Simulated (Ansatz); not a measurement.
# MgCdTeS: the cost of one run

Computed with Ansatz 0.2.0 (DFT PBE, scalar-relativistic, plane waves, PAW, unless a step's input says otherwise).

## 1. The structure to begin with

Symmetry: P4/mmm, No. 123, tetragonal system. The conventional cell has a = 4.191 Å, b = 4.191 Å, c = 5.914 Å, α = 90.00°, β = 90.00°, γ = 90.00°. Mg (site symmetry 4/mmm) has 2 Cd at 2.96 Å and 4 Te at 2.96 Å as nearest neighbours. Around Cd (site symmetry 4/mmm) lie 2 Mg at 2.96 Å and 4 S at 2.96 Å. Te (site symmetry 4/mmm) is surrounded by 2 S at 2.96 Å and 4 Mg at 2.96 Å. S (site symmetry 4/mmm) has 2 Te at 2.96 Å and 4 Cd at 2.96 Å as nearest neighbours.

Coordinates:

```cif
data_structure
_symmetry_space_group_name_H-M 'P4/mmm'
_symmetry_Int_Tables_number 123
_cell_length_a 4.1914
_cell_length_b 4.1914
_cell_length_c 5.9138
_cell_angle_alpha 90.000
_cell_angle_beta 90.000
_cell_angle_gamma 90.000
_cell_volume 103.89
loop_
_atom_site_label
_atom_site_type_symbol
_atom_site_symmetry_multiplicity
_atom_site_Wyckoff_symbol
_atom_site_fract_x
_atom_site_fract_y
_atom_site_fract_z
_atom_site_occupancy
Mg1 Mg 1 d 0.50000 0.50000 0.50000 1
Cd1 Cd 1 c 0.50000 0.50000 0.00000 1
Te1 Te 1 b 0.00000 0.00000 0.50000 1
S1 S 1 a 0.00000 0.00000 0.00000 1
```

Recipe of the guess: species swapped into a database cell of SnTePbSe (P4/mmm, No. 123), with Mg on the Sn sites, Cd on the Te sites, S on the Pb sites and Te on the Se sites. Its size is a rough estimate.

## 2. Probe: one point on a coarse mesh

File input.yaml:

```yaml
crystal:
  lattice:
    - [4.19139915, 0.0, 0.0]
    - [0.0, 4.19139915, 0.0]
    - [0.0, 0.0, 5.91382969]
  atoms:
    - { symbol: Mg, position: [0.5, 0.5, 0.5] }
    - { symbol: Cd, position: [0.5, 0.5, 0.0] }
    - { symbol: Te, position: [0.0, 0.0, 0.5] }
    - { symbol: S, position: [0.0, 0.0, 0.0] }
basis:
  ecutwfc: 420
kpoints:
  mp_grid: { grid: [4, 4, 4] }
hamiltonian:
  xc: pbe
scf:
  occupations: { method: gaussian, width: 0.1 }
  lower_state_search: "off"
output:
  forces: true
  stress: true
  eigenvalues: true
```

Launch:

```sh
$ ansatz run input.yaml --threads 1 --pin off --max-ram 2560MiB --backend cpu --events-out ev --progress --plain --runs-dir out
```

Q: Estimate wall time and peak memory on 1 thread of AMD EPYC 9R45 (Zen 5), shared host.

About 1.3 s, with a peak of 0.45 GiB.
